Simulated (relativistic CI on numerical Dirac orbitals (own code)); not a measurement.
# Nb VI (Nb⁵⁺): levels and lines

Aim: the low levels of Nb⁵⁺, their labels and the strongest lines; further runs change one setting each. Configuration energies are shifted onto measured levels.

The numbers are computed with relativistic CI on numerical Dirac orbitals (own code) version 4 (Dirac-Coulomb-Breit CI, KLI orbitals optimised for each configuration, model QED (radiative potential, 1s self-energy scaled to tabulated hydrogen-like ionisation energies), valence Slater integrals scaled by 0.9, configuration energies shifted to the measured levels that pair with them (semi-empirical)), except any that are marked as measured or tabulated.

**1. Starting point**

```
ion                       : Nb⁵⁺ (Nb VI)
nuclear charge            : 41
electrons                 : 36
isotope                   : A = 93
first configuration typed : [Ar] 3d10 4s2 4p6
```

Outer shells as boxes (Hund's rule):

first configuration typed
```
[Ar] core
3d [↑↓][↑↓][↑↓][↑↓][↑↓]
4s [↑↓]
4p [↑↓][↑↓][↑↓]
```

**2. Base run**

Input settings:

```ini
atom Nb  Z=41  charge=5  electrons=36
nucleus A=93  rms_radius_fm=4.3240
hamiltonian dirac-coulomb  breit=on  qed=on  c_scale=1
orbitals kli  potential=per-configuration
slater_scale 0.9
correlation fit
mixing on
configurations
  [Ar] 3d10 4s2 4p6
  [Ar] 3d10 4s2 4p5 4d
  [Ar] 3d10 4s2 4p5 5s
  [Ar] 3d10 4s2 4p5 5d
  [Ar] 3d10 4s2 4p5 6s
  [Ar] 3d10 4s2 4p4 4d2
  [Ar] 3d10 4s 4p6 4d
  [Ar] 3d10 4s2 4p5 4f
  [Ar] 3d10 4s2 4p5 5p
  [Ar] 3d10 4s 4p6 4f
  [Ar] 3d10 4p6 4d2
  [Ar] 3d10 4s2 4p4 4f2
  [Ar] 3d10 4s2 4p5 6p
  [Ar] 3d10 4s 4p5 4d2
  [Ar] 3d10 4s2 4p5 5f
  [Ar] 3d10 4s2 4p4 4d 4f
  [Ar] 3d10 4s2 4p5 6d
  [Ar] 3d10 4s2 4p5 5g
  [Ar] 3d10 4s 4p6 5s
  [Ar] 3d10 4s2 4p5 6f
  [Ar] 3d10 4s 4p6 5p
  [Ar] 3d10 4s2 4p4 4d 5s
  [Ar] 3d10 4p6 4f2
  [Ar] 3d10 4s 4p6 5d
  [Ar] 3d10 4s 4p6 6s
  [Ar] 3d10 4s2 4p4 4d 5p
  [Ar] 3d10 4s 4p6 6p
  [Ar] 3d10 4s 4p5 4d 4f
  [Ar] 3d10 4s 4p6 5f
  [Ar] 3d10 4s 4p6 6d
end
```

Command:

```sh
$ python run_levels.py task.json out
```

task.json lists these runs, among others, and the program works through them in turn.

**3. Slater integrals scaled by 0.8**

Settings: those of step 2 with these lines changed.

```diff
@@ -4,3 +4,3 @@
 orbitals kli  potential=per-configuration
-slater_scale 0.9
+slater_scale 0.8
 correlation fit
```

**4. Slater integrals scaled by 1**

Settings: those of step 3 with these lines changed.

```diff
@@ -4,3 +4,3 @@
 orbitals kli  potential=per-configuration
-slater_scale 0.8
+slater_scale 1
 correlation fit
```

(Steps that only read results are left out.)

Before running it: what results should come out? Wanted: lowest level; first excitation; lowest level of the other parity; fastest E1 line.

As calculated:

| run | time | mean size of shift, levels followed (cm⁻¹) | lowest level |
| --- | --- | --- | --- |
| main run | 3.6 s | 0 | 4p6 1S0 |
| Slater integrals scaled by 0.8 | 5.1 s | 2461 | 4p6 1S0 |
| Slater integrals scaled by 1 | 6.7 s | 2610 | 4p6 1S0 |

| quantity | value |
| --- | --- |
| lowest level | 4p6 1S0 |
| first excitation | 4p5 4d 3P°0, 285336 cm⁻¹ |
| lowest level of the other parity | 4p5 4d 3P°0, 285336 cm⁻¹ |
| levels in the model | 1257 |
| fastest E1 line (by rate) to the lowest level among the lowest 400 of 1257 levels | 25.31 nm, from 4p5 4d 1P°1 |

In words: 4p6 1S0 comes out lowest; its LS label holds 97 % and its jj label 97 %; over the low levels the means are 79 and 81 %, so they are in intermediate coupling. Of the changes tried, the run «Slater integrals scaled by 1» moves the low levels most, by 2610 cm⁻¹ on average. The configurations are shifted onto measured levels, so the match to them is no test; configurations with no paired level borrow a shift and can be far off. Lifetimes count radiative decay inside the model alone.
